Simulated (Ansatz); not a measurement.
# C2H9FSi2: one species, many methods

The task here is to estimate one member of a computed series from the others.

Computed with Ansatz 0.2.0, Gaussian basis. Level: functionals in def2-TZVPP, the program's frozen cores in correlated methods.

Levels to be run: PBE-D4, r2SCAN-D4, PBE0-D4, B3LYP-D4, ωB97X-V, ωB97M-V, B2PLYP; CCSD(T)/def2-TZVPP; MP2/def2-QZVPP; extrapolation to the limit.

## The geometry

The geometry comes from an earlier relaxation with PBE0-D4 in a triple-zeta def2 set; it is a stationary point, not always the lowest conformer.

SMILES `F[SiH2]CC[SiH3]`, 14 atoms, charge 0, spin multiplicity 1.

Atoms are counted from 1 here; the program's logs count them from 0.

Bond lengths: F1–Si2 1.605 Å, Si2–C3 1.862 Å, Si2–H6 1.485 Å, Si2–H7 1.486 Å, C3–C4 1.533 Å, C3–H8 1.099 Å, C3–H9 1.097 Å, C4–Si5 1.883 Å, C4–H10 1.096 Å, C4–H11 1.096 Å, Si5–H12 1.488 Å, Si5–H13 1.488 Å, Si5–H14 1.486 Å. Angles: F1–Si2–C3 110.4°, F1–Si2–H6 107.2°, F1–Si2–H7 107.3°, C3–Si2–H6 110.4°, C3–Si2–H7 111.2°, H6–Si2–H7 110.3°, Si2–C3–C4 116.8°, Si2–C3–H8 105.4°, Si2–C3–H9 107.6°, C4–C3–H8 110.1°, C4–C3–H9 110.8°, H8–C3–H9 105.4°, C3–C4–Si5 116.1°, C3–C4–H10 110.4°, C3–C4–H11 109.8°, Si5–C4–H10 107.7°, Si5–C4–H11 106.6°, H10–C4–H11 105.7° and more.

Set-up of the first run:

Input file in.yaml:

```yaml
crystal:
  periodic: [false, false, false]
  atoms:
    - {symbol: F, position_ang: [-2.405487, -0.055012, 0.230633]}
    - {symbol: Si, position_ang: [-1.482094, -1.133125, -0.517717]}
    - {symbol: C, position_ang: [0.248744, -1.092019, 0.167965]}
    - {symbol: C, position_ang: [1.109906, 0.122459, -0.199180]}
    - {symbol: Si, position_ang: [0.561360, 1.774898, 0.518658]}
    - {symbol: H, position_ang: [-2.095314, -2.466870, -0.293581]}
    - {symbol: H, position_ang: [-1.494287, -0.797733, -1.965457]}
    - {symbol: H, position_ang: [0.725463, -2.015216, -0.189674]}
    - {symbol: H, position_ang: [0.177609, -1.204500, 1.256507]}
    - {symbol: H, position_ang: [1.167415, 0.235169, -1.287796]}
    - {symbol: H, position_ang: [2.140747, -0.038146, 0.136336]}
    - {symbol: H, position_ang: [0.363811, 1.652415, 1.988587]}
    - {symbol: H, position_ang: [1.616449, 2.792025, 0.260512]}
    - {symbol: H, position_ang: [-0.707923, 2.239555, -0.098192]}
basis:
  gaussian: {orbitals: def2-TZVPP}
hamiltonian: {xc: pbe, dispersion: d4}
output: {forces: true, orbitals: {seedname: orbitals}}
```

The run is started by

```bash
$ ansatz run in.yaml --threads 4 --pin off --events-out ev --progress --plain --max-ram 10444MiB
```

Steps of the session up to this table: PBE-D4 (GGA); r2SCAN-D4 (meta-GGA); PBE0-D4 (hybrid); B3LYP-D4 (hybrid); ωB97X-V (range-separated); ωB97M-V (range-separated); B2PLYP (double hybrid); CCSD(T) in def2-TZVPP; MP2 in def2-QZVPP.

One table of the session follows, with a row left open; its other results are not shown here.

```
            method  atomisation energy (kcal/mol)
            PBE-D4                         1187.8
         r2SCAN-D4                         1186.2
           PBE0-D4                         1179.5
          B3LYP-D4                         1185.1
           ωB97X-V                         1192.0
           ωB97M-V                         1188.9
            B2PLYP                         1172.4
     HF/def2-TZVPP                          908.1
    MP2/def2-TZVPP                         1167.5
   CCSD/def2-TZVPP                         1149.0
CCSD(T)/def2-TZVPP                              ?
           MP2/CBS                         1195.4
       CCSD(T)/CBS                         1188.6
```

Estimate the missing values for CCSD(T)/def2-TZVPP.

As computed: atomisation energy (kcal/mol): 1160.7. In the column «atomisation energy (kcal/mol)» it lies between CCSD/def2-TZVPP (1149.0) and MP2/def2-TZVPP (1167.5).

Caveats from the session: Free atoms (1 F, 2 Si, 2 C, 9 H) were run apart at each level; the atomisation energy is their sum less the molecule, without zero-point or spin-orbit terms.
